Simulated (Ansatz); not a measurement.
Run this with Ansatz's Python interface and show what comes out.

`zeeman_hfir3.py`
```python
"""Response of the spins of HfIr3 to a Zeeman field."""

import ansatz as az
import numpy as np
from tabulate import tabulate


def main() -> None:
    xtal = (
        az.Lattice.cubic(3.926)
        .space_group(221)
        .atom("Hf", (0.0, 0.0, 0.0))
        .atom("Ir", (0.0, 0.5, 0.5))
    )

    setup = (
        xtal.calculation()
        .occupations("fermi_dirac", width=0.02)  # smearing steadies the SCF of a metal
        .kpoints(5, 5, 5, center="monkhorst-pack")
        .basis(500)
        .mixing("anderson", preconditioner="kerker")
        .scf(max_iterations=80, extra_bands=16)
        .functional("r2scan")
        .spin("collinear")
    )
    # the field acts on the spins alone; such large fields lift the response over the noise
    rows = []
    for tesla in [0, 100, 200, 400]:
        r = (setup.magnetic_field(tesla) if tesla else setup).run().report
        rows.append((tesla, r["magnetization_mub"], r["free_energy_ev"], r["components"].get("e_zeeman", 0.0)))
    print(tabulate(rows, headers=["B (T)", "moment muB", "F eV", "Zeeman term eV"], floatfmt=".4f", tablefmt="github"))
    slope = np.polyfit([row[0] for row in rows], [row[1] for row in rows], 1)[0]
    print(f"dM/dB = {1000 * slope:.4f} muB per 1000 T per cell")


if __name__ == "__main__":
    main()
```

```console
$ python zeeman_hfir3.py
RunWarning: this spin-polarised run has no starting moment large enough to seed its density, so its SCF can try parallel moments of its own, which can die out, and starts no order whose moments cancel. Behind that start scf.lower_state_search: light tries no [...]
|   B (T) |   moment muB |        F eV |   Zeeman term eV |
|---------|--------------|-------------|------------------|
|       0 |       0.0000 | -51582.6389 |           0.0000 |
|     100 |       0.0355 | -51582.6390 |          -0.0002 |
|     200 |       0.0633 | -51582.6393 |          -0.0007 |
|     400 |       0.0975 | -51582.6403 |          -0.0023 |
dM/dB = 0.2383 muB per 1000 T per cell
```
(Warnings from the package without file and line, shortened.)

Notes:
- The settings weren't tested for convergence.
- For a metal this k-point mesh is coarse: on a finer one energies can move by several to tens of meV an atom and pressures by half a GPa or more, differences at one mesh by less.
- Spin-orbit coupling, which matters for elements this heavy, is left out.
- r2SCAN tends to overestimate the moments of itinerant magnets.
- The structure is a deposited one; some such entries were measured under pressure or heat, so a shift against it needn't be the functional's error alone.
- Orbital magnetism is left out. The response of a metal hangs strongly on mesh and smearing, and a straight-line fit holds only where the moment is linear in the field.
- Wall time of the script: 61 s on 1 thread of Arm Neoverse V2 (shared host), peak memory 0.55 GiB.

(Lines on the test bed's own set-up are left out of the output.)
